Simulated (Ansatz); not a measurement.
# NbAu2: properties at the relaxed cell

The task here is to estimate one member of a computed series from the others.

Method: DFT PBEsol, scalar-relativistic, plane waves, PAW, in Ansatz 0.2.0.

1 further run of the same task is left out (set aside as unsound or not needed).

### Starting point

The structure is hexagonal, space group P6/mmm (No. 191). Conventional cell: a = 4.622 Å, b = 4.622 Å, c = 2.728 Å, α = 90.00°, β = 90.00°, γ = 120.00°. Nb (site symmetry 6/mmm) is surrounded by 2 Nb at 2.73 Å and 12 Au at 3.00 Å. Around Au (site symmetry -6m2) lie 5 Au at 2.67 to 2.73 Å and 6 Nb at 3.00 Å.

Structure file:

```
Nb Au
1.0
     4.62154    0.00000    0.00000
    -2.31077    4.00237    0.00000
     0.00000    0.00000    2.72824
Nb Au
1 2
Direct
  0.00000 0.00000 0.00000
  0.33333 0.66667 0.50000
  0.66667 0.33333 0.50000
```

It is the result of an earlier relaxation at this level (volume 16.82 Å³/atom; gap on the mesh: none (metal)).

Set-up of the first run:

The input, input.yaml:

```yaml
crystal:
  lattice:
    - [4.62153516, 0.0, 0.0]
    - [-2.31076758, 4.002366853, 0.0]
    - [0.0, 0.0, 2.7282413893]
  atoms:
    - { symbol: Nb, position: [0.0, 0.0, 0.0] }
    - { symbol: Au, position: [0.3333333333, 0.6666666667, 0.5] }
    - { symbol: Au, position: [0.6666666667, 0.3333333333, 0.5] }
basis:
  ecutwfc: 420
kpoints:
  mp_grid: { grid: [12, 12, 16] }
  band_path:
    path:
      - [[0.0, 0.0, 0.0], [0.5, 0.0, 0.0], [0.33333333, 0.33333333, 0.0], [0.0, 0.0, 0.0], [0.0, 0.0, 0.5], [0.5, 0.0, 0.5], [0.33333333, 0.33333333, 0.5], [0.0, 0.0, 0.5]]
      - [[0.5, 0.0, 0.5], [0.5, 0.0, 0.0]]
      - [[0.33333333, 0.33333333, 0.5], [0.33333333, 0.33333333, 0.0]]
    npoints: 14
hamiltonian:
  xc: pbesol
scf:
  occupations: { method: gaussian, width: 0.1 }
  n_extra_bands: 7
output:
  forces: true
  stress: true
  eigenvalues: true
  populations: true
  dos: { projected: true, de: 0.02, nscf_kmesh: { grid: [18, 18, 24] } }
  bader: true
  write_density: true
  write_potential: true
  elf: true
  volumetric_format: npy
```

Launch:

```bash
ansatz run input.yaml --threads 1 --pin off --max-ram 2560MiB --backend cpu --events-out ev --progress --plain --runs-dir out
```

Steps of the session up to this table: Static run: bands, density of states and charges; The cell as listed, for comparison; Point at V/V0 = 0.97; Point at V/V0 = 1.03; The cell scaled to 0.94 of its volume; Volume × 1.06; Point at V/V0 = 0.91; The cell scaled to 1.10 of its volume; The cell scaled to 0.88 of its volume.

One table of the session follows, with a row left open; its other results are not shown here.

It belongs to the step «Fit of the equation of state». 

| volume (Å³/atom) | energy above the lowest point (meV/atom) | pressure (GPa) |
| --- | --- | --- |
| 14.803 | 202.1 | 36.55 |
| 15.308 | 106.1 | 24.77 |
| 15.812 | 44.1 | 14.96 |
| 16.317 | 10.3 | 6.79 |
| 16.821 | 0.0 | 0.00 |
| 17.326 | ? | ? |
| 17.831 | 34.7 | -10.35 |
| 18.504 | 89.2 | -15.37 |

Q: Estimate the row for volume (Å³/atom) = 17.326 from the others.

Worked estimate for «energy above the lowest point (meV/atom)». A straight line through the neighbours (16.821, 0.0) and (17.831, 34.7) gives 0.0 + (34.7 − 0.0) × (17.326 − 16.821) / (17.831 − 16.821) = 17.4; a parabola fitted to 4 rows on both sides gives 9.6.

As computed: energy above the lowest point (meV/atom): 9.2; pressure (GPa): -5.65. In «energy above the lowest point (meV/atom)» the line misses by +8.2 and the parabola by +0.4.
